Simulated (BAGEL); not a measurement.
# singlet GeNH4O+: a chain of runs

Wanted: the energy (singlet GeNH4O+, HF/def2-SVP), then a single-point energy (doublet GeNH4O, NEVPT2(3,3)/def2-SVP), then a single-point energy (doublet GeNH4O, CASPT2(3,3)/def2-SVP) of GeH4NO. 

The calculation is run with BAGEL 1.2.2.

3 further runs of the same task are left out: 3 set aside as unsound or not needed.

**1. The structure to begin with**

The species is GeNH4O+ (7 atoms), meant as a singlet with charge +1. SMILES of the parent species: `[NH][GeH2][OH]`. Geometry: relaxed at PBE0-D4/def2-TZVP. This is one conformer, not always the lowest. That shape belongs to the parent species and isn't relaxed for this state.

Bond lengths: N1–Ge2 1.860 Å, Ge2–O3 1.772 Å, N1–H4 1.025 Å, Ge2–H5 1.544 Å, Ge2–H6 1.536 Å, O3–H7 0.961 Å. Angles: N1–Ge2–O3 106.5°, N1–Ge2–H5 107.6°, N1–Ge2–H6 113.8°, O3–Ge2–H5 110.8°, O3–Ge2–H6 105.4°, Ge2–N1–H4 110.2°, Ge2–O3–H7 111.8°, H5–Ge2–H6 112.6°.

**2. A single-point energy at HF/def2-SVP (density fitting with svp-jkfit) (run 1)**

Input file calc.json:

```json
{ "bagel": [

{
  "title": "molecule",
  "basis": "svp",
  "df_basis": "svp-jkfit",
  "geometry": [
    { "atom": "N", "xyz": [ -2.22988250, -1.18974889, -1.33090387 ] },
    { "atom": "Ge", "xyz": [  0.17347119,  0.67635566,  0.42956498 ] },
    { "atom": "O", "xyz": [  2.81209578, -1.33884828,  0.85834384 ] },
    { "atom": "H", "xyz": [ -3.91873073, -0.24053946, -1.36945429 ] },
    { "atom": "H", "xyz": [  0.88533102,  2.97690824, -1.21733133 ] },
    { "atom": "H", "xyz": [ -0.65819728,  1.43281302,  3.10466129 ] },
    { "atom": "H", "xyz": [  3.05152975, -2.44530561, -0.56068174 ] }
  ]
},
{ "title": "hf", "charge": 1 },
{ "title": "print", "file": "orbitals.molden", "orbitals": true }

]}
```

Launch:

```console
$ BAGEL_NUM_THREADS=1 BAGEL calc.json > calc.out
```

Standard output:

```text
* using 1 threads per process

  ===============================================================
  ===============================================================

  *** Geometry ***

  { "atom" : "N", "xyz" : [     -2.229882,     -1.189749,     -1.330904 ] },
  { "atom" : "Ge", "xyz" : [      0.173471,      0.676356,      0.429565 ] },
  { "atom" : "O", "xyz" : [      2.812096,     -1.338848,      0.858344 ] },
  { "atom" : "H", "xyz" : [     -3.918731,     -0.240539,     -1.369454 ] },
  { "atom" : "H", "xyz" : [      0.885331,      2.976908,     -1.217331 ] },
  { "atom" : "H", "xyz" : [     -0.658197,      1.432813,      3.104661 ] },
  { "atom" : "H", "xyz" : [      3.051530,     -2.445306,     -0.560682 ] },

  Number of auxiliary basis functions:      492

  Since a DF basis is specified, we compute 2- and 3-index integrals:
    o Being stored without compression. Storage requirement is 0.025 GB

  Number of basis functions:       80
  Number of electrons      :       51

    * METHOD: MOLECULE                             0.57

  *** RHF ***

  === Nuclear Repulsion ===
   203.9484166319

      * DIIS with orbital gradients will be used.

  === RHF iteration (svp) ===
      0      -2205.92458924          0.02201322           0.15
      1      -2206.08034376          0.01638227           0.14
      2      -2206.19461846          0.00269346           0.14
      3      -2206.20502960          0.00111734           0.13
      4      -2206.20676062          0.00054739           0.14
      5      -2206.20729368          0.00014913           0.11
      6      -2206.20732433          0.00004760           0.12
      7      -2206.20732764          0.00002945           0.16
      8      -2206.20732895          0.00001781           0.14
      9      -2206.20732961          0.00000713           0.14
     10      -2206.20732972          0.00000346           0.14
     11      -2206.20732974          0.00000215           0.13
     12      -2206.20732975          0.00000157           0.11
     13      -2206.20732976          0.00000129           0.14
     14      -2206.20732977          0.00000100           0.12
     15      -2206.20732977          0.00000064           0.14
     16      -2206.20732978          0.00000029           0.15
     17      -2206.20732978          0.00000014           0.17
     18      -2206.20732978          0.00000007           0.15
     19      -2206.20732978          0.00000004           0.15
     20      -2206.20732978          0.00000002           0.15
     21      -2206.20732978          0.00000001           0.14
     22      -2206.20732978          0.00000001           0.14
    * SCF iteration converged.

    * Permanent dipole moment:
           (    2.165166,    -0.237374,     1.113731) a.u.

    * METHOD: HF                                   3.71

    * METHOD: PRINT                                0.03

  ===============================================================
```

It took 4.8 s on 1 thread of Intel Xeon Platinum 8259CL at 2.50GHz (Skylake/Cascade Lake), shared host; peak memory 0.15 GiB.

**3. Doublet neutral GeNH4O: the energy at NEVPT2(3,3)/def2-SVP (density fitting with svp-jkfit) (run 2)**

Input file job.json:

```json
{ "bagel" : [

{
  "title" : "molecule",
  "basis" : "svp",
  "df_basis" : "svp-jkfit",
  "angstrom" : false,
  "geometry" : [
    { "atom" : "N", "xyz" : [    -2.22988250,    -1.18974889,    -1.33090387 ] },
    { "atom" : "Ge", "xyz" : [     0.17347119,     0.67635566,     0.42956498 ] },
    { "atom" : "O", "xyz" : [     2.81209578,    -1.33884828,     0.85834384 ] },
    { "atom" : "H", "xyz" : [    -3.91873073,    -0.24053946,    -1.36945429 ] },
    { "atom" : "H", "xyz" : [     0.88533102,     2.97690824,    -1.21733133 ] },
    { "atom" : "H", "xyz" : [    -0.65819728,     1.43281302,     3.10466129 ] },
    { "atom" : "H", "xyz" : [     3.05152975,    -2.44530561,    -0.56068174 ] }
  ]
},

{
  "title" : "hf",
  "charge" : 1
},

{
  "title" : "casscf",
  "nstate" : 1,
  "nact" : 3,
  "nclosed" : 24,
  "charge" : 0,
  "nspin" : 1,
  "active" : [17, 26, 32],
  "maxiter" : 200,
  "natocc" : true
},

{
  "title" : "nevpt2",
  "nstate" : 1,
  "nact" : 3,
  "nclosed" : 24,
  "charge" : 0,
  "nspin" : 1,
  "active" : [17, 26, 32],
  "maxiter" : 200,
  "natocc" : true,
  "ncore" : 11
},

{
  "title" : "print",
  "file" : "orbitals.molden",
  "orbitals" : true
}

]}
```

Launch:

```console
$ BAGEL_NUM_THREADS=1 BAGEL job.json > job.out
```

Standard output:

```text
* using 1 threads per process

  ===============================================================
  ===============================================================

  *** Geometry ***

  { "atom" : "N", "xyz" : [     -2.229882,     -1.189749,     -1.330904 ] },
  { "atom" : "Ge", "xyz" : [      0.173471,      0.676356,      0.429565 ] },
  { "atom" : "O", "xyz" : [      2.812096,     -1.338848,      0.858344 ] },
  { "atom" : "H", "xyz" : [     -3.918731,     -0.240539,     -1.369454 ] },
  { "atom" : "H", "xyz" : [      0.885331,      2.976908,     -1.217331 ] },
  { "atom" : "H", "xyz" : [     -0.658197,      1.432813,      3.104661 ] },
  { "atom" : "H", "xyz" : [      3.051530,     -2.445306,     -0.560682 ] },

  Number of auxiliary basis functions:      492

  Since a DF basis is specified, we compute 2- and 3-index integrals:
    o Being stored without compression. Storage requirement is 0.025 GB

  Number of basis functions:       80
  Number of electrons      :       51

    * METHOD: MOLECULE                             0.33

  *** RHF ***

  === Nuclear Repulsion ===
   203.9484166319

      * DIIS with orbital gradients will be used.

  === RHF iteration (svp) ===
      0      -2205.92458924          0.02201322           0.12
      1      -2206.08034376          0.01638227           0.11
      2      -2206.19461846          0.00269346           0.11
      3      -2206.20502960          0.00111734           0.11
      4      -2206.20676062          0.00054739           0.11
      5      -2206.20729368          0.00014913           0.11
      6      -2206.20732433          0.00004760           0.11
      7      -2206.20732764          0.00002945           0.11
      8      -2206.20732895          0.00001781           0.11
      9      -2206.20732961          0.00000713           0.11
     10      -2206.20732972          0.00000346           0.11
     11      -2206.20732974          0.00000215           0.12
     12      -2206.20732975          0.00000157           0.11
     13      -2206.20732976          0.00000129           0.11
     14      -2206.20732977          0.00000100           0.11
     15      -2206.20732977          0.00000064           0.09
     16      -2206.20732978          0.00000029           0.09
     17      -2206.20732978          0.00000014           0.14
     18      -2206.20732978          0.00000007           0.14
     19      -2206.20732978          0.00000004           0.15
     20      -2206.20732978          0.00000002           0.16
     21      -2206.20732978          0.00000001           0.15
     22      -2206.20732978          0.00000001           0.17
    * SCF iteration converged.

    * Permanent dipole moment:
           (    2.165166,    -0.237374,     1.113731) a.u.

    * METHOD: HF                                   3.10

  ---------------------------
      CASSCF calculation
  ---------------------------

    ==== Active orbitals : =====
         Orbital 17
         Orbital 26
         Orbital 32
    ============================

    * nstate   :      1
    * nclosed  :     24
    * nact     :      3
    * nvirt    :     53
  === CASSCF iteration (svp) ===

    * Using the second-order algorithm

      0  0     -2206.52969206     2.29e-02      0.04

      1  0     -2206.60932669     1.58e-03      0.82

      2  0     -2206.61045687     8.16e-05      0.88

      3  0     -2206.61854170     8.04e-04      0.49

      4  0     -2206.62818483     7.26e-04      0.66

      5  0     -2206.63018453     2.57e-04      0.80

      6  0     -2206.63025407     1.10e-04      0.79

      7  0     -2206.63025772     4.16e-05      0.92

      8  0     -2206.63025802     1.47e-05      0.91

      9  0     -2206.63025806     5.02e-06      0.89

     10  0     -2206.63025806     1.70e-06      0.95

     11  0     -2206.63025806     5.70e-07      0.75

     12  0     -2206.63025806     1.91e-07      0.89

     13  0     -2206.63025806     6.41e-08      0.75

     14  0     -2206.63025806     2.15e-08      0.65

     15  0     -2206.63025806     7.19e-09      0.63

    * Second-order optimization converged. *

     guess   0:   closed 1..                  open .1.

  === FCI iteration ===

      0  0     -2206.60987815     6.96e-02      0.00
      1  0     -2206.63023626     1.74e-03      0.00
      2  0     -2206.63025806     1.99e-05      0.00
      3  0     -2206.63025806     1.01e-06      0.00
      4  0     -2206.63025806     3.15e-08      0.00
      5  0     -2206.63025806     1.15e-09      0.00
      6  0 *   -2206.63025806     4.89e-11      0.00

     * ci vector, state   0, <S^2> = 0.7500
       2a.     0.9952681610
       .a2     0.0971638608

    * METHOD: CASSCF                              12.09

    * freezing 11 orbitals

  === DF-NEVPT2 calculation ===

    * 3-index integral transformation done
    * assembly done

      NEVPT2 correlation energy:   -0.5370519331      0.37

          (+0)     -0.4044036882
          (+0)'    -0.0447331651
          (+1)     -0.0133030960
          (+1)'    -0.0000182408
          (+2)     -0.0004346244
          (-1)     -0.0670237401
          (-1)'    -0.0000184007
          (-2)     -0.0071169777

      NEVPT2 total energy:       -2207.1673099932

    * METHOD: NEVPT2                               0.57

    * METHOD: PRINT                                0.02

  ===============================================================
```

Run time: 17 s. Hardware: 1 thread of Intel Xeon Platinum 8259CL at 2.50GHz (Skylake/Cascade Lake), shared host; peak memory 0.15 GiB.

**4. Doublet neutral GeNH4O: a single-point energy at CASPT2(3,3)/def2-SVP (density fitting with svp-jkfit) (run 3)**

Input file job.json:

```json
{ "bagel": [

{
  "title": "molecule",
  "basis": "svp",
  "df_basis": "svp-jkfit",
  "geometry": [
    { "atom": "N", "xyz": [ -2.22988250, -1.18974889, -1.33090387 ] },
    { "atom": "Ge", "xyz": [  0.17347119,  0.67635566,  0.42956498 ] },
    { "atom": "O", "xyz": [  2.81209578, -1.33884828,  0.85834384 ] },
    { "atom": "H", "xyz": [ -3.91873073, -0.24053946, -1.36945429 ] },
    { "atom": "H", "xyz": [  0.88533102,  2.97690824, -1.21733133 ] },
    { "atom": "H", "xyz": [ -0.65819728,  1.43281302,  3.10466129 ] },
    { "atom": "H", "xyz": [  3.05152975, -2.44530561, -0.56068174 ] }
  ]
},
{
  "title": "hf",
  "charge": 1
},
{
  "title": "casscf",
  "nstate": 1,
  "nact": 3,
  "nclosed": 24,
  "nspin": 1,
  "active": [17, 26, 32],
  "maxiter": 200,
  "natocc": true
},
{
  "title": "print",
  "file": "orbitals.molden",
  "orbitals": true
},
{
  "title": "smith",
  "method": "caspt2",
  "ms": true,
  "xms": true,
  "sssr": true,
  "shift": 0.2,
  "shift_imag": true,
  "ncore": 11
}

]}
```

Launch:

```console
$ BAGEL_NUM_THREADS=1 BAGEL job.json > job.out
```

Standard output:

```text
* using 1 threads per process

  ===============================================================
  ===============================================================

  *** Geometry ***

  { "atom" : "N", "xyz" : [     -2.229882,     -1.189749,     -1.330904 ] },
  { "atom" : "Ge", "xyz" : [      0.173471,      0.676356,      0.429565 ] },
  { "atom" : "O", "xyz" : [      2.812096,     -1.338848,      0.858344 ] },
  { "atom" : "H", "xyz" : [     -3.918731,     -0.240539,     -1.369454 ] },
  { "atom" : "H", "xyz" : [      0.885331,      2.976908,     -1.217331 ] },
  { "atom" : "H", "xyz" : [     -0.658197,      1.432813,      3.104661 ] },
  { "atom" : "H", "xyz" : [      3.051530,     -2.445306,     -0.560682 ] },

  Number of auxiliary basis functions:      492

  Since a DF basis is specified, we compute 2- and 3-index integrals:
    o Being stored without compression. Storage requirement is 0.025 GB

  Number of basis functions:       80
  Number of electrons      :       51

    * METHOD: MOLECULE                             0.66

  *** RHF ***

  === Nuclear Repulsion ===
   203.9484166319

      * DIIS with orbital gradients will be used.

  === RHF iteration (svp) ===
      0      -2205.92458924          0.02201322           0.12
      1      -2206.08034376          0.01638227           0.12
      2      -2206.19461846          0.00269346           0.12
      3      -2206.20502960          0.00111734           0.12
      4      -2206.20676062          0.00054739           0.12
      5      -2206.20729368          0.00014913           0.13
      6      -2206.20732433          0.00004760           0.12
      7      -2206.20732764          0.00002945           0.11
      8      -2206.20732895          0.00001781           0.14
      9      -2206.20732961          0.00000713           0.12
     10      -2206.20732972          0.00000346           0.12
     11      -2206.20732974          0.00000215           0.11
     12      -2206.20732975          0.00000157           0.09
     13      -2206.20732976          0.00000129           0.11
     14      -2206.20732977          0.00000100           0.10
     15      -2206.20732977          0.00000064           0.11
     16      -2206.20732978          0.00000029           0.12
     17      -2206.20732978          0.00000014           0.11
     18      -2206.20732978          0.00000007           0.11
     19      -2206.20732978          0.00000004           0.12
     20      -2206.20732978          0.00000002           0.14
     21      -2206.20732978          0.00000001           0.15
     22      -2206.20732978          0.00000001           0.14
    * SCF iteration converged.

    * Permanent dipole moment:
           (    2.165166,    -0.237374,     1.113731) a.u.

    * METHOD: HF                                   3.21

  ---------------------------
      CASSCF calculation
  ---------------------------

    ==== Active orbitals : =====
         Orbital 17
         Orbital 26
         Orbital 32
    ============================

    * nstate   :      1
    * nclosed  :     24
    * nact     :      3
    * nvirt    :     53
  === CASSCF iteration (svp) ===

    * Using the second-order algorithm

      0  0     -2206.52969206     2.29e-02      0.05

      1  0     -2206.60932669     1.58e-03      0.79

      2  0     -2206.61045687     8.16e-05      0.66

      3  0     -2206.61854170     8.04e-04      0.43

      4  0     -2206.62818483     7.26e-04      0.67

      5  0     -2206.63018453     2.57e-04      0.78

      6  0     -2206.63025407     1.10e-04      0.75

      7  0     -2206.63025772     4.16e-05      0.88

      8  0     -2206.63025802     1.47e-05      0.86

      9  0     -2206.63025806     5.02e-06      0.93

     10  0     -2206.63025806     1.70e-06      0.85

     11  0     -2206.63025806     5.70e-07      0.92

     12  0     -2206.63025806     1.91e-07      0.83

     13  0     -2206.63025806     6.41e-08      0.75

     14  0     -2206.63025806     2.15e-08      0.53

     15  0     -2206.63025806     7.19e-09      0.51

    * Second-order optimization converged. *

     guess   0:   closed 1..                  open .1.

  === FCI iteration ===

      0  0     -2206.60987815     6.96e-02      0.00
      1  0     -2206.63023626     1.74e-03      0.00
      2  0     -2206.63025806     1.99e-05      0.00
      3  0     -2206.63025806     1.01e-06      0.00
      4  0     -2206.63025806     3.15e-08      0.00
      5  0     -2206.63025806     1.15e-09      0.00
      6  0 *   -2206.63025806     4.89e-11      0.00

     * ci vector, state   0, <S^2> = 0.7500
       2a.     0.9952681610
       .a2     0.0971638608

    * METHOD: CASSCF                              11.51

    * METHOD: PRINT                                0.03

  === SMITH program ===

    * freezing 11 orbitals

    * Approximate memory requirement for SMITH calulation per MPI process:
      o Storage requirement for T-amplitude, lambda, and residual is 0.02 GB
      o Storage requirement for MO integrals is 0.01 GB
    * Calculating and saving rdm4f

    * Zeroth order energy : state  0       -1.7287720189

    * CASPT2 iteration is performed using orthogonal basis

      -------------------------------------------  CASPT2 iteration  ---------------------------------------------------
       #      aibj      arbs      arbi      airj      risj      airs      arst      rist         Etot      error   time
      ------------------------------------------------------------------------------------------------------------------

       0  -0.40411  -0.00831  -0.07091  -0.01454  -0.00056  -0.03996  -0.00002  -0.00002   -0.5384245  0.0026050   0.24
       1  -0.40445  -0.00840  -0.07123  -0.01466  -0.00062  -0.04106  -0.00002  -0.00003   -0.5404705  0.0004871   0.14
       2  -0.40450  -0.00841  -0.07116  -0.01468  -0.00062  -0.04116  -0.00002  -0.00003   -0.5405689  0.0001114   0.15
       3  -0.40449  -0.00841  -0.07116  -0.01466  -0.00063  -0.04118  -0.00002  -0.00002   -0.5405731  0.0000270   0.23
       4  -0.40449  -0.00841  -0.07116  -0.01466  -0.00063  -0.04118  -0.00002  -0.00002   -0.5405734  0.0000069   0.25
       5  -0.40449  -0.00841  -0.07116  -0.01466  -0.00063  -0.04118  -0.00002  -0.00002   -0.5405734  0.0000016   0.26
       6  -0.40449  -0.00841  -0.07116  -0.01466  -0.00063  -0.04118  -0.00002  -0.00002   -0.5405734  0.0000004   0.26

      ------------------------------------------------------------------------------------------------------------------

    * CASPT2 energy : state  0    -2207.1729119574
        w/o shift correction      -2207.1708314985
        reference weight              0.8713999480

    * METHOD: SMITH                                2.09

  ===============================================================
```

Run time: 18 s. Hardware: 1 thread of Intel Xeon Platinum 8259CL at 2.50GHz (Skylake/Cascade Lake), shared host; peak memory 0.21 GiB.

**5. Outcome**

```
                                   quantity           value
           run 1, HF/def2-SVP: total energy  -2206.20733 Eh
            run 1, HF/def2-SVP: HOMO energy       -18.16 eV
            run 1, HF/def2-SVP: LUMO energy        -8.77 eV
          run 1, HF/def2-SVP: HOMO–LUMO gap         9.40 eV
doublet neutral GeNH4O, run 2: total energy  -2207.16731 Eh
doublet neutral GeNH4O, run 3: total energy  -2207.17291 Eh
```
